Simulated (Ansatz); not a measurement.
# Strontium, hcp under BLYP: from relaxation to bulk modulus

What does BLYP give for strontium in the hcp structure? We relax it, solve it on a dense k-mesh, then scale the cell to 7 volumes from 88 to 112 % of the relaxed one and try a fit of the equation of state. Spin polarisation is left out. The k-meshes are 9×9×5 for the relaxation; 14×14×8 for the dense run; 10×10×5 for the volumes.

This is Sr in the hcp structure; at room conditions it is fcc.

Program: Ansatz 0.2.0. Level of theory: DFT BLYP, plane waves (420 eV) with PAW, scalar-relativistic; PBE-made PAW files. These are calculated values, not measurements.

## (1) Starting point

Symmetry: P6_3/mmc, No. 194, hexagonal system. The conventional cell has a = 4.303 Å, b = 4.303 Å, c = 7.026 Å, α = 90.00°, β = 90.00°, γ = 120.00°. Sr (site symmetry -6m2) is surrounded by 12 Sr at 4.30 Å.

As a file:

```xyz
2
Lattice="4.3025 0.0000 0.0000 -2.1513 3.7261 0.0000 0.0000 0.0000 7.0260" Properties=species:S:1:pos:R:3 pbc="T T T"
Sr    0.0000    2.4841    1.7565
Sr    2.1513    1.2420    5.2695
```

## (2) Relaxing cell and atoms

Input file input.yaml:

```yaml
crystal:
  lattice:
    - [4.3025266259, 0.0, 0.0]
    - [-2.1512633129, 3.7260973585, 0.0]
    - [0.0, 0.0, 7.0260259801]
  atoms:
    - { symbol: Sr, position: [0.3333333333, 0.6666666667, 0.25] }
    - { symbol: Sr, position: [0.6666666667, 0.3333333333, 0.75] }
hamiltonian:
  xc: blyp
  pseudopotentials:
    kind: paw
    azcp:
      Sr: "pseudopotentials/Sr.paw.azcp"
basis:
  ecutwfc: 420
  fft_grid_basis: typed
kpoints:
  mp_grid: { grid: [9, 9, 5], shift: [0, 0, 0] }
magnetization:
  spin_polarized: false
scf:
  occupations: { method: fermi_dirac, width: 0.1 }
relax:
  max_steps: 60
  f_tol: 0.01
  cell: {}
```

The runs that follow: Single point on a dense mesh; The cell scaled to 88 % of its volume; The cell scaled to 92 % of its volume; The cell scaled to 96 % of its volume; The cell scaled to 100 % of its volume; The cell scaled to 104 % of its volume; The cell scaled to 108 % of its volume; The cell scaled to 112 % of its volume.

**Question.** What will these runs give? Wanted: space group; conventional cell; volume; shortest distance; gap on the mesh; relative to fcc; V₀, B₀, B₀′.

As calculated:

| quantity | value |
| --- | --- |
| space group (spins left aside) | P6_3/mmc (No. 194) |
| conventional cell | a = 4.313 Å, c = 7.046 Å (c/a = 1.634) |
| volume | 56.752 Å³/atom |
| shortest distance | 4.313 Å |
| gap on the mesh | none (levels filled in part) |
| relative to fcc | +3 meV/atom |
| V₀, B₀, B₀′ | 56.655 Å³/atom, 10.3 GPa, 3.4 |

In words: The relaxation enlarged the cell by 0.8 % in volume. It lies 3 meV/atom above the element's reference form at the same level (fcc, from a run of its own). No gap shows: it is a metal or semimetal at this level. The fitted modulus is 10.3 GPa, a soft solid; letting shape and positions relax at each volume could only lower it. Relaxation kept the symmetry; phonons were not checked.
